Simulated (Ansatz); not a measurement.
# C₆H₁₀O₂: up Jacob's ladder to CCSD(T)

How much do the methods differ for C₆H₁₀O₂? The plan is to run it at one geometry with functionals of several rungs and with coupled cluster, and see how far each lands from CCSD(T) at the basis-set limit for the atomisation energy.

Computed with Ansatz 0.2.0, Gaussian basis. Level: functionals in def2-TZVPP, the program's frozen cores in correlated methods.

Plan: PBE-D4, r2SCAN-D4, PBE0-D4, B3LYP-D4, ωB97X-V, ωB97M-V, B2PLYP; CCSD(T)/def2-TZVPP; MP2/def2-QZVPP; extrapolation to the limit.

## Step 1: The relaxed structure

An earlier PBE0-D4 in a triple-zeta def2 set relaxation fixed the geometry.

SMILES `CC(=O)C(C)C(C)=O`, 18 atoms, charge 0, spin multiplicity 1.

Atoms are counted from 1 here; the program's logs count them from 0.

Bond lengths: C1–C2 1.498 Å, C1–H9 1.088 Å, C1–H10 1.093 Å, C1–H11 1.095 Å, C2–O3 1.205 Å, C2–C4 1.531 Å, C4–C5 1.518 Å, C4–C6 1.531 Å, C4–H12 1.093 Å, C5–H13 1.092 Å, C5–H14 1.092 Å, C5–H15 1.090 Å, C6–C7 1.500 Å, C6–O8 1.206 Å, C7–H16 1.093 Å, C7–H17 1.088 Å, C7–H18 1.093 Å. Angles: C2–C1–H9 110.5°, C2–C1–H10 110.2°, C2–C1–H11 108.9°, H9–C1–H10 111.0°, H9–C1–H11 109.4°, H10–C1–H11 106.7°, C1–C2–O3 123.2°, C1–C2–C4 115.8°, O3–C2–C4 121.0°, C2–C4–C5 111.7°, C2–C4–C6 105.2°, C2–C4–H12 108.1°, C5–C4–C6 114.5°, C5–C4–H12 111.7°, C6–C4–H12 105.1°, C4–C5–H13 111.1°, C4–C5–H14 110.1°, C4–C5–H15 111.1° and more.

Geometry (Å):

```
C    -1.17025    1.50567   -1.51626
C     0.04671    0.99273   -0.80914
O     0.97949    1.69423   -0.50926
C     0.03050   -0.49501   -0.44733
C     1.43030   -1.08116   -0.41858
C    -0.71914   -0.57553    0.88465
C     0.08561   -0.39185    2.13684
O    -1.91401   -0.73668    0.90006
H    -1.16143    2.59352   -1.54903
H    -2.07480    1.13509   -1.02720
H    -1.17949    1.11062   -2.53712
H    -0.60895   -1.01247   -1.16640
H     1.41666   -2.11482   -0.06728
H     1.86093   -1.07209   -1.42152
H     2.08790   -0.49530    0.22287
H     0.74737   -1.24939    2.28548
H    -0.58305   -0.29774    2.99004
H     0.72566    0.49017    2.04920
```

## Step 2: PBE-D4 (GGA)

Input file in.yaml:

```yaml
crystal:
  periodic: [false, false, false]
  atoms:
    - {symbol: C, position_ang: [-1.170253, 1.505671, -1.516259]}
    - {symbol: C, position_ang: [0.046710, 0.992728, -0.809139]}
    - {symbol: O, position_ang: [0.979485, 1.694227, -0.509259]}
    - {symbol: C, position_ang: [0.030501, -0.495011, -0.447334]}
    - {symbol: C, position_ang: [1.430300, -1.081159, -0.418583]}
    - {symbol: C, position_ang: [-0.719144, -0.575527, 0.884655]}
    - {symbol: C, position_ang: [0.085615, -0.391847, 2.136844]}
    - {symbol: O, position_ang: [-1.914007, -0.736679, 0.900056]}
    - {symbol: H, position_ang: [-1.161434, 2.593521, -1.549025]}
    - {symbol: H, position_ang: [-2.074802, 1.135092, -1.027199]}
    - {symbol: H, position_ang: [-1.179489, 1.110623, -2.537119]}
    - {symbol: H, position_ang: [-0.608946, -1.012471, -1.166400]}
    - {symbol: H, position_ang: [1.416663, -2.114822, -0.067283]}
    - {symbol: H, position_ang: [1.860927, -1.072093, -1.421525]}
    - {symbol: H, position_ang: [2.087897, -0.495300, 0.222870]}
    - {symbol: H, position_ang: [0.747374, -1.249392, 2.285476]}
    - {symbol: H, position_ang: [-0.583049, -0.297740, 2.990035]}
    - {symbol: H, position_ang: [0.725664, 0.490166, 2.049197]}
basis:
  gaussian: {orbitals: def2-TZVPP}
hamiltonian: {xc: pbe, dispersion: d4}
output: {forces: true, orbitals: {seedname: orbitals}}
```

Run with:

```console
$ ansatz run in.yaml --threads 2 --pin off --events-out ev --progress --plain --max-ram 32768MiB --backend cuda --devices 0, --max-vram 18GiB
```

After this run come: r2SCAN-D4 (meta-GGA); PBE0-D4 (hybrid); B3LYP-D4 (hybrid); ωB97X-V (range-separated); ωB97M-V (range-separated); B2PLYP (double hybrid); CCSD(T) in def2-TZVPP; MP2 in def2-QZVPP.

Before running them: what should the planned runs give, taken together? Wanted: atomisation energy, CCSD(T)/CBS; farthest; mean size of error, hybrid; mean size of error, range-separated; gap, smallest and largest; T1 diagnostic; triples share of the correlation energy.

The runs gave:

| quantity | value |
| --- | --- |
| atomisation energy, CCSD(T)/CBS | 7663.5 kJ/mol |
| functionals within 38.3 kJ/mol (0.5 %) | B3LYP-D4, ωB97X-V, ωB97M-V |
| farthest | PBE-D4 (+241.7 kJ/mol) |
| mean size of error, hybrid | 43.4 kJ/mol |
| mean size of error, range-separated | 28.8 kJ/mol |
| gap, smallest and largest | 3.36 eV (PBE-D4), 10.74 eV (ωB97X-V) |
| T1 diagnostic | 0.0141 |
| triples share of the correlation energy | 4.2 % |

What this shows: PBE-D4 misses by +241.7 kJ/mol. Double hybrids carry the basis error of their MP2 part in triple zeta, and no dispersion term here, so their miss is partly the set-up's. The reference freezes the cores and leaves out relativity and excitations past (T), so misses under about 38.3 kJ/mol can't be ranked. Hartree-Fock recovers 73 % of the binding; the rest is correlation. The gap grows from 3.4 to 10.7 eV across the functionals, mostly with the share of exact exchange.
